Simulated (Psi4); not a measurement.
**One shape, several levels: [Na2F2]+ ((NaF)2 ring)**

Aim: a comparison of 3 runs (UHF/3-21G, UB3LYP/6-31G*, UHSE06/6-311+G**) of [Na2F2]+ ((NaF)2 ring). 

Program for the calculation: Psi4 1.11.

1 further run of the same task is left out (set aside as unsound or not needed).

### 1 The structure to begin with

The species is [Na2F2]+ (4 atoms), meant as a doublet with charge +1. Geometry: a GFN2-xTB relaxation, a rough one for these elements and not checked as a minimum. That shape belongs to the parent species and isn't relaxed for this state.

Bond lengths: Na1–F2 1.901 Å, F2–Na3 1.899 Å, Na1–F4 1.902 Å, Na3–F4 1.901 Å. Angles: Na1–F2–Na3 92.2°, F2–Na1–F4 87.8°, F2–Na3–F4 87.9°, Na1–F4–Na3 92.1°.

### 2 Energy and gradient at UHF/3-21G (run 1)

run.py reads:

```python
import psi4

psi4.set_memory('1600 MB')
psi4.set_num_threads(1)
psi4.core.set_output_file('psi4.out', False)

mol = psi4.geometry("""
1 2
Na    -0.017610    -1.279400     0.488060
F     -0.971020     0.329810     0.828180
Na     0.016820     1.278550    -0.487270
F      0.971810    -0.328960    -0.828980
symmetry c1
""")

psi4.set_options({
    'basis': '3-21G',
    'reference': 'uhf',
    'puream': True,
    'e_convergence': 1e-09,
    'd_convergence': 1e-08,
    'scf_type': 'pk',
    'maxiter': 200,
})

e_tot, wfn = psi4.gradient('hf', molecule=mol, return_wfn=True)
psi4.oeprop(wfn, 'MULLIKEN_CHARGES', 'WIBERG_LOWDIN_INDICES', 'LOWDIN_CHARGES', title='HF')
print('gradient / Eh bohr^-1')
print(e_tot.np.round(6))
print(f'energy = {wfn.energy():.10f} Eh')
```

Command:

```sh
$ python run.py
```

psi4.out:

```text
[...]
  Running in c1 symmetry.
[...]
  Nuclear repulsion =  149.893325516448471
[...]
  Multiplicity = 2
[...]
  Nalpha       = 20
  Nbeta        = 19
[...]
    Number of basis functions: 44
[...]
   @UHF iter   1:  -519.28135216742271   -1.03997e+00   6.91838e-03 DIIS/ADIIS
[...]
   @UHF iter  19:  -519.32247771429331   -1.13687e-13   7.35904e-09 DIIS
[...]
   @S^2 Observed:                7.825258050E-01
[...]
  @UHF Final Energy:  -519.32247771429331
   => Energetics <=
    Nuclear Repulsion Energy =            149.8933255164484706
    One-Electron Energy =               -1023.6872704978519550
    Two-Electron Energy =                 354.4714672671101425
    Total Energy =                       -519.3224777142933135
  UHF NO Occupations:
  HONO-2 :   18  A 1.9998799
  HONO-1 :   19  A 1.9840780
[...]
  -Total Gradient:
     Atom            X                  Y                   Z
    ------   -----------------  -----------------  -----------------
       1        0.000780991498     0.064866117219    -0.024635102424
       2        0.007486708732    -0.002210251196    -0.006514732273
       3       -0.001096986492    -0.065248858167     0.025100849062
       4       -0.007170713739     0.002592992142     0.006048985637
[...]
  Mulliken Charges: (a.u.)
   Center  Symbol    Alpha    Beta     Spin     Total
       1    NA     5.06427  5.11258 -0.04831  0.82315
       2     F     4.93587  4.38692  0.54895 -0.32280
       3    NA     5.06421  5.11232 -0.04810  0.82347
       4     F     4.93564  4.38818  0.54746 -0.32383
   Total alpha = 20.00000, Total beta = 19.00000, Total charge =  1.00000
  Lowdin Charges: (a.u.)
   Center  Symbol    Alpha    Beta     Spin     Total
       1    NA     5.13403  5.17176 -0.03773  0.69421
       2     F     4.86599  4.32755  0.53845 -0.19354
[...]
```

The script printed:

```text
gradient / Eh bohr^-1
[[ 0.000781  0.064866 -0.024635]
 [ 0.007487 -0.00221  -0.006515]
 [-0.001097 -0.065249  0.025101]
 [-0.007171  0.002593  0.006049]]
energy = -519.3224777143 Eh
```

It took 1.9 s on 1 thread of Intel Xeon Platinum 8488C (Sapphire Rapids), shared host; peak memory 0.19 GiB.

### 3 A single-point energy at UB3LYP/6-31G(d) (Cartesian functions) (run 2)

f2na2.xyz reads:

```xyz
4
F2Na2
Na    -0.017610    -1.279400     0.488060
F     -0.971020     0.329810     0.828180
Na     0.016820     1.278550    -0.487270
F      0.971810    -0.328960    -0.828980
```

run.py reads:

```python
import psi4

psi4.set_memory('1600 MB')
psi4.set_num_threads(1)
psi4.core.set_output_file('run.log', False)

with open('f2na2.xyz') as f:
    atoms = ''.join(f.readlines()[2:])
m = psi4.geometry('1 2\n' + atoms + 'symmetry c1')

psi4.set_options({
    'basis': '6-31G*',
    'reference': 'uks',
    'puream': False,
    'e_convergence': 1e-09,
    'd_convergence': 1e-08,
    'scf_type': 'pk',
    'dft_radial_points': 99,
    'dft_spherical_points': 590,
    'maxiter': 200,
})

energy_value, wavefunction = psi4.energy("b3lyp", molecule=m, return_wfn=True)
print('E =', round(energy_value, 9))
```

Command:

```sh
$ python run.py
```

run.log:

```text
[...]
  Running in c1 symmetry.
[...]
  Nuclear repulsion =  149.893325516448471
[...]
  Multiplicity = 2
[...]
  Nalpha       = 20
  Nbeta        = 19
[...]
    Number of basis functions: 68
[...]
   @UKS iter   1:  -523.98909730126456   -4.59145e-01   6.44199e-03 DIIS/ADIIS
[...]
   @UKS iter  13:  -524.05613356225410   -2.50111e-12   3.86545e-09 DIIS
[...]
   @S^2 Observed:                7.555933706E-01
[...]
  @UKS Final Energy:  -524.05613356225410
   => Energetics <=
    Nuclear Repulsion Energy =            149.8933255164484706
    One-Electron Energy =               -1026.8924537675445663
    Two-Electron Energy =                 393.1001738214402508
    DFT Exchange-Correlation Energy =     -40.1571791325982872
    Empirical Dispersion Energy =           0.0000000000000000
    VV10 Nonlocal Energy =                  0.0000000000000000
    Total Energy =                       -524.0561335622541037
[...]
 Multipole Moments:
 ------------------------------------------------------------------------------------
     Multipole            Electronic (a.u.)      Nuclear  (a.u.)        Total (a.u.)
 ------------------------------------------------------------------------------------
 L = 1.  Multiply by 2.5417464519 to convert [e a0] to [Debye]
 Dipole X            :         -0.0002126           -0.0001475           -0.0003601
 Dipole Y            :         -0.0024329           -0.0001587           -0.0025916
 Dipole Z            :          0.0004952            0.0001485            0.0006436
 Magnitude           :                                                    0.0026945
[...]
```

On the terminal:

```text
E = -524.056133562
```

It took 11 s on 1 thread of Intel Xeon Platinum 8488C (Sapphire Rapids), shared host; peak memory 0.63 GiB.

### 4 The energy at UHSE06/6-311+G(d,p) (run 3)

calc.inp reads:

```
memory 1.6 GB

molecule geom {
  1 2
  Na    -0.017610    -1.279400     0.488060
  F     -0.971020     0.329810     0.828180
  Na     0.016820     1.278550    -0.487270
  F      0.971810    -0.328960    -0.828980
  units angstrom
  symmetry c1
}

set {
  basis 6-311+G**
  reference uks
  puream true
  e_convergence 1e-09
  d_convergence 1e-08
  scf_type pk
  dft_radial_points 99
  dft_spherical_points 590
  maxiter 200
}

result, w = energy("hse06", return_wfn=True)
oeprop(w, "MULLIKEN_CHARGES", "DIPOLE", "QUADRUPOLE", title="HSE06")
```

Command:

```sh
$ psi4 -n 1 calc.inp calc.out
```

calc.out:

```text
[...]
  Running in c1 symmetry.
[...]
  Nuclear repulsion =  149.893325516448471
[...]
  Multiplicity = 2
[...]
  Nalpha       = 20
  Nbeta        = 19
[...]
    Number of basis functions: 104
[...]
   @UKS iter   1:  -523.66416152844454   -4.95608e-01   5.20227e-03 DIIS/ADIIS
[...]
   @UKS iter  14:  -523.75571914004581   -4.77485e-12   7.35575e-09 DIIS
[...]
   @S^2 Observed:                7.578696585E-01
[...]
  @UKS Final Energy:  -523.75571914004581
   => Energetics <=
    Nuclear Repulsion Energy =            149.8933255164484706
    One-Electron Energy =               -1027.0455435640797077
    Two-Electron Energy =                 391.4096601023891253
    DFT Exchange-Correlation Energy =     -38.0131611948037502
    Empirical Dispersion Energy =           0.0000000000000000
    VV10 Nonlocal Energy =                  0.0000000000000000
    Total Energy =                       -523.7557191400458123
[...]
 Multipole Moments:
 ------------------------------------------------------------------------------------
     Multipole            Electronic (a.u.)      Nuclear  (a.u.)        Total (a.u.)
 ------------------------------------------------------------------------------------
 L = 1.  Multiply by 2.5417464519 to convert [e a0] to [Debye]
 Dipole X            :         -0.0000946           -0.0001475           -0.0002421
 Dipole Y            :         -0.0023959           -0.0001587           -0.0025546
 Dipole Z            :          0.0003243            0.0001485            0.0004727
 Magnitude           :                                                    0.0026092
 L = 2.  Multiply by 1.3450342976 to convert [e a0^2] to [Debye ang]
 Quadrupole XX       :        -75.5410310           60.6801544          -14.8608766
 Quadrupole XY       :         19.6480880          -18.8375765            0.8105114
[...]
```

Wall time 32 s (1 thread of Intel Xeon Platinum 8488C (Sapphire Rapids), shared host); peak memory 0.73 GiB.

### 5 Overview of the runs

```tsv
run	level	task	Cartesian functions	energy (Eh)	HOMO energy (eV)	LUMO energy (eV)	⟨S²⟩	wall time
1	UHF/3-21G	gradient	no	-519.322478	-14.67	-7.61	0.783	1.9 s
2	UB3LYP/6-31G* (Cartesian functions)	energy	yes	-524.056134	-15.24	-13.06	0.756	11 s
3	UHSE06/6-311+G**	energy	no	-523.755719	-15.23	-13.48	0.758	32 s
```

### 6 Results

```
                                 quantity          value
                      run 3: total energy  -523.75572 Eh
run 3: HOMO energy (highest over α and β)      -15.23 eV
 run 3: LUMO energy (lowest over α and β)      -13.48 eV
                              run 3: ⟨S²⟩          0.758
```

In words: Totals of different functionals can't be ranked against each other. All runs together took 45 s, the longest 32 s.
